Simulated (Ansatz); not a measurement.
Ta12HCN: projected density of states with PBEsol

Slab: Ta12HCN, a slab with vacuum.

```xyz
15
Lattice="5.7202 0.0000 0.0000 -1.9067 5.3931 0.0000 0.0000 0.0000 24.8861" Properties=species:S:1:pos:R:3 pbc="T T T"
Ta    0.9534    1.3483    8.0000
Ta    0.0000    4.0448    8.0000
Ta    3.8135    1.3483    8.0000
Ta    2.8601    4.0448    8.0000
Ta    1.9067    2.6965   10.3353
Ta    2.8601    0.0000   10.3353
Ta   -0.9534    2.6965   10.3353
Ta    0.0000    0.0000   10.3353
Ta    2.8601    4.0448   12.6705
Ta    3.8135    1.3483   12.6705
Ta    0.0000    4.0448   12.6705
Ta    0.9534    1.3483   12.6705
C     0.9534    1.3483   16.7476
N     0.9534    1.3483   15.5905
H     0.9534    1.3483   17.8061
```

The cell isn't the ideal one: HCN (donor) over a top site of the (1 1 0) slab of Ta, cut from the database cell, not relaxed.

```yaml
Program: Ansatz 0.2.0
Task: projected density of states
Functional: PBEsol
Potentials_or_basis: Ansatz PAW
Cutoff: "420 eV (not typed: the program's choice for these potentials)"
k_mesh: 5 × 5 × 1
Occupations: fermi-dirac, width 0.05 eV
Spin: no spin polarisation
Boundary_along_the_surface_normal: dipole_correction
Miller: "[1, 1, 0]"
Adsorbate: HCN
Bulk_formula: Ta
```

The largest force is 0.794 eV/Å. The band gap on the k mesh is none (metal or under the smearing width) and the density of states at the Fermi level is 17.69 states/eV per cell. The work function of the upper face is 1.59 eV and the work function of the lower face is 4.93 eV. The dipole across the slab is 0.569 e·Å.

Forces on the atoms (eV/Å):
```
Ta   0.000  0.000  0.656
Ta   0.000  0.000  0.673
Ta   0.000  0.000  0.673
Ta   0.000  0.000  0.608
Ta   0.016  0.023 -0.050
Ta  -0.022  0.015  0.026
Ta   0.022 -0.015  0.026
Ta  -0.016 -0.023 -0.050
Ta   0.000  0.000 -0.781
Ta   0.000  0.000 -0.794
Ta   0.000  0.000 -0.794
Ta   0.000  0.000  0.321
C    0.000  0.000 -0.725
N    0.000  0.000 -0.502
H    0.000  0.000  0.714
```

Levels at points of the mesh, in eV from the Fermi level:
```csv
k point,band 79,band 80,band 81,band 82,band 83,band 84,band 85,band 86,band 87,band 88
"(0.00, 0.00, 0.00)",-0.23,-0.05,0.14,0.37,0.52,0.53,0.97,1.09,1.24,1.32
```

States per cell in windows of 0.5 eV (zero at the Fermi level; states under -8 eV left out):
| from (eV) | total | Ta 5d | Ta 6s | N 2p | C 2p | Ta 5p | H 1s |
| --- | --- | --- | --- | --- | --- | --- | --- |
| -8.0 | 0.00 | 0.00 | 0.00 | 0.00 | 0.00 | 0.00 | 0.00 |
| -7.5 | 0.27 | 0.00 | 0.22 | 0.02 | 0.00 | 0.00 | 0.00 |
| -7.0 | 2.13 | 0.05 | 0.48 | 1.03 | 0.05 | 0.01 | 0.04 |
| -6.5 | 2.54 | 0.03 | 0.46 | 1.09 | 0.83 | 0.01 | 0.01 |
| -6.0 | 2.76 | 0.06 | 0.49 | 1.16 | 0.99 | 0.02 | 0.00 |
| -5.5 | 1.03 | 0.15 | 0.78 | 0.02 | 0.00 | 0.03 | 0.00 |
| -5.0 | 1.34 | 0.28 | 0.98 | 0.01 | 0.00 | 0.04 | 0.00 |
| -4.5 | 2.28 | 0.97 | 1.21 | 0.01 | 0.00 | 0.05 | 0.00 |
| -4.0 | 4.44 | 2.77 | 1.52 | 0.01 | 0.00 | 0.07 | 0.00 |
| -3.5 | 4.66 | 3.54 | 0.99 | 0.00 | 0.00 | 0.07 | 0.00 |
| -3.0 | 5.86 | 4.94 | 0.78 | 0.00 | 0.00 | 0.07 | 0.00 |
| -2.5 | 2.83 | 2.43 | 0.32 | 0.00 | 0.00 | 0.04 | 0.00 |
| -2.0 | 5.40 | 5.00 | 0.23 | 0.00 | 0.01 | 0.07 | 0.00 |
| -1.5 | 11.05 | 10.51 | 0.27 | 0.00 | 0.01 | 0.11 | 0.00 |
| -1.0 | 8.70 | 7.83 | 0.56 | 0.01 | 0.01 | 0.08 | 0.00 |
| -0.5 | 10.06 | 8.29 | 1.14 | 0.02 | 0.03 | 0.09 | 0.00 |
| 0.0 | 7.54 | 6.15 | 0.63 | 0.02 | 0.04 | 0.07 | 0.00 |
| 0.5 | 4.69 | 3.61 | 0.39 | 0.03 | 0.05 | 0.04 | 0.00 |
| 1.0 | 5.36 | 4.06 | 0.30 | 0.10 | 0.13 | 0.02 | 0.04 |
| 1.5 | 8.31 | 4.92 | 0.34 | 0.83 | 1.01 | 0.02 | 0.06 |
| 2.0 | 7.23 | 4.45 | 0.30 | 0.50 | 0.58 | 0.02 | 0.14 |
| 2.5 | 6.65 | 5.00 | 0.19 | 0.04 | 0.04 | 0.01 | 0.14 |
| 3.0 | 9.98 | 7.89 | 0.26 | 0.04 | 0.04 | 0.02 | 0.09 |
| 3.5 | 10.30 | 7.67 | 0.19 | 0.07 | 0.05 | 0.01 | 0.06 |
| 4.0 | 10.28 | 7.27 | 0.35 | 0.05 | 0.03 | 0.01 | 0.07 |
| 4.5 | 4.33 | 2.96 | 0.28 | 0.01 | 0.01 | 0.00 | 0.03 |
| 5.0 | 0.00 | 0.00 | 0.00 | 0.00 | 0.00 | 0.00 | 0.00 |
| 5.5 | 0.00 | 0.00 | 0.00 | 0.00 | 0.00 | 0.00 | 0.00 |
| 6.0 | 0.00 | 0.00 | 0.00 | 0.00 | 0.00 | 0.00 | 0.00 |
| 6.5 | 0.00 | 0.00 | 0.00 | 0.00 | 0.00 | 0.00 | 0.00 |
| 7.0 | 0.00 | 0.00 | 0.00 | 0.00 | 0.00 | 0.00 | 0.00 |
| 7.5 | 0.00 | 0.00 | 0.00 | 0.00 | 0.00 | 0.00 | 0.00 |

It took 92 s on 4 threads of Arm Neoverse V2, on a shared host, peak memory 3.2 GiB.

Caveat: the PAW data sets come from PBE, with cores solved anew for the run's functional, which leaves a small shift of forces and pressure; the density of states is complete only up to the lowest level of the last band computed. The run has no spin-orbit coupling, so splittings on Ta are missing.
